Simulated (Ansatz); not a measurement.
# GaAs: the cost of one run

Method: DFT LDA, scalar-relativistic, plane waves, PAW, in Ansatz 0.2.0.

3 further runs of the same task are left out: 3 set aside as unsound or not needed.

## (1) The structure to begin with

Symmetry: F-43m, No. 216, cubic system. The conventional cell has a = 5.603 Å, b = 5.603 Å, c = 5.603 Å, α = 90.00°, β = 90.00°, γ = 90.00°. Ga (site symmetry -43m) is surrounded by 4 As at 2.43 Å. Around As (site symmetry -43m) lie 4 Ga at 2.43 Å.

Structure file:

```
CELL_PARAMETERS angstrom
0.00000 2.80157 2.80157
2.80157 0.00000 2.80157
2.80157 2.80157 0.00000
ATOMIC_POSITIONS crystal
Ga 0.00000 0.00000 0.00000
As 0.75000 0.75000 0.75000
```

This cell was relaxed beforehand with the same method: volume 21.99 Å³/atom, gap on the mesh 0.49 eV.

## (2) Relaxing at 40 GPa

At a set pressure the run lowers the enthalpy E + PV, so the energy alone may rise along the way.

input.yaml

```yaml
crystal:
  lattice:
    - [0.0, 2.8015748656, 2.8015748656]
    - [2.8015748656, 0.0, 2.8015748656]
    - [2.8015748656, 2.8015748656, 0.0]
  atoms:
    - { symbol: Ga, position: [0.0, 0.0, 0.0] }
    - { symbol: As, position: [0.75, 0.75, 0.75] }
basis:
  ecutwfc: 420
kpoints:
  mp_grid: { grid: [12, 12, 12] }
hamiltonian:
  xc: lda
scf:
  occupations: { method: fixed }
output:
  forces: true
  stress: true
  eigenvalues: true
relax:
  adjacent_minimum: "off"
  f_tol: 0.001
  max_steps: 60
  cell: { stress_tol: 0.02, p_target: 40.0 }
```

Started as:

```sh
$ ansatz run input.yaml --threads 1 --pin off --max-ram 3072MiB --backend cpu --events-out ev --progress --plain --runs-dir out
```

Q: Estimate wall time and peak memory on 1 thread of Intel Xeon at 2.70GHz, shared host.

About 68 s, with a peak of 0.39 GiB.
